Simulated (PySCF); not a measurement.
# C4H6Br2Sn (Sn(vinyl)2Br2): the cost of one run

Computed with PySCF 2.14.0 and routines of our own; the level stands in each step. Atoms count from 0.

## 1. The starting structure

13 atoms, charge 0, multiplicity 1; geometry from: GFN2-xTB.

## 2. Relaxing the molecule at PBE0-D3(BJ)/def2-SVP

Job settings and geometry (Å):

```
{"job": {"xc": "PBE0", "basis": "def2-SVP", "d3": "d3bj", "grid": 1, "maxiter": 30, "shake": 0.03, "kind": "geom"}, "charge": 0, "multiplicity": 1}
Sn    -0.349630    -0.458430    -0.403410
C     -0.914810    -0.629920     1.731600
C     -1.763140     0.201800     2.340050
H     -0.335850    -1.460480     2.201070
H     -2.172000     1.038330     1.854320
H     -1.954310     0.087090     3.404530
C      1.674350    -0.328210    -1.250730
C      2.180600     0.764590    -1.848370
H      2.184980    -1.232580    -1.108800
H      1.574060     1.663560    -1.894830
H      3.103380     0.743840    -2.228740
Br    -1.494610     1.777270    -1.109810
Br    -1.702400    -2.218980    -1.664670
```

The run is started by

```sh
> OMP_NUM_THREADS=1 python heavy_run.py task.json out
```

This one command runs all jobs of the session in turn.

**Question.** How long does this first job take on 1 thread of Intel Xeon 6975P-C, shared host, and how much memory does it need?

About 6.9 min, with a peak of 0.93 GiB.
